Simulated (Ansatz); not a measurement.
# MoS2 (P6_3/mmc): convergence test of the k-point mesh

All numbers are computed with Ansatz 0.2.0 through its Python package. Level of theory: DFT PBE, plane waves, PAW.

### Step 1. Starting point

Symmetry: P6_3/mmc, No. 194, hexagonal system. The conventional cell has a = 3.169 Å, b = 3.169 Å, c = 12.324 Å, α = 90.00°, β = 90.00°, γ = 120.00°. Mo (site symmetry -6m2) has 6 S at 2.41 Å as nearest neighbours. S (site symmetry 3m) is surrounded by 3 Mo at 2.41 Å.

No structure file is read: the coordinates are typed or built in the script.

### Step 2. The code

The input, run_kconv.py:

```python
"""k-point test for MoS2."""

import ansatz as az
import numpy as np


def main() -> None:
    vectors = np.array([
        [3.169, 0.0, 0.0],
        [-1.5845, 2.7444345, 0.0],
        [0.0, 0.0, 12.324],
    ])
    system = (
        az.Lattice.of(vectors)
        .atom("Mo", (1 / 3, 2 / 3, 0.25))
        .atom("Mo", (2 / 3, 1 / 3, 0.75))
        .atom("S", (1 / 3, 2 / 3, 0.623))
        .atom("S", (2 / 3, 1 / 3, 0.123))
        .atom("S", (1 / 3, 2 / 3, 0.877))
        .atom("S", (2 / 3, 1 / 3, 0.377))
    )

    job = (
        system.calculation()
        .occupations("cold", width=0.15)
        .functional(az.Functional.PBE)
        .pseudopotentials("paw")
        .forces()
        .stress()
    )

    rows = []
    for value in [(3, 3, 1), (4, 4, 1), (5, 5, 2), (7, 7, 2), (8, 8, 2), (10, 10, 3)]:
        rep = job.kpoints(*value).run(threads=1, pin="off").report
        rows.append((value, rep["free_energy_ev"] / len(rep["lattice"]["sites"]), rep["n_iterations"], sum(rep["stress_gpa"][i][i] for i in range(3)) / 3, max(abs(f) for row in rep["forces_ev_ang"] for f in row), rep["n_kpoints"]))

    print("        mesh   F/atom (eV)    iterations       P (GPa)  max component (eV/A)      k-points")
    for row in rows:
        print(f"{str(row[0]):>12s}  {row[1]:12.5f}  {row[2]:12d}  {row[3]:12.3f}  {row[4]:20.4f}  {row[5]:12d}")

    # the last row is the reference
    for row in rows[:-1]:
        shift = 1000 * (row[1] - rows[-1][1])
        print(f"{row[0]}: {shift:+.2f} meV/atom" + ("  (within 1 meV)" if abs(shift) < 1 else ""))


if __name__ == "__main__":
    main()
```

### Step 3. The input behind the calls

The engine receives this input (first run):

```yaml
crystal:
  lattice:
    - [3.169, 0.0, 0.0]
    - [-1.5845, 2.7444345, 0.0]
    - [0.0, 0.0, 12.324]
  atoms:
    - { symbol: Mo, position: [0.3333333333333333, 0.6666666666666666, 0.25] }
    - { symbol: Mo, position: [0.6666666666666666, 0.3333333333333333, 0.75] }
    - { symbol: S, position: [0.3333333333333333, 0.6666666666666666, 0.623] }
    - { symbol: S, position: [0.6666666666666666, 0.3333333333333333, 0.123] }
    - { symbol: S, position: [0.3333333333333333, 0.6666666666666666, 0.877] }
    - { symbol: S, position: [0.6666666666666666, 0.3333333333333333, 0.377] }
kpoints:
  mp_grid:
    grid: [3, 3, 1]
hamiltonian:
  xc: pbe
  pseudopotentials:
    kind: paw
scf:
  occupations:
    method: cold
    width: 0.15
output:
  forces: true
  stress: true
```

### Step 4. The run

Launch:

```bash
python run_kconv.py
```

What time and memory should one allow on 1 thread of Arm Neoverse V1, shared host?

About 15 s, with a peak of 0.45 GiB.
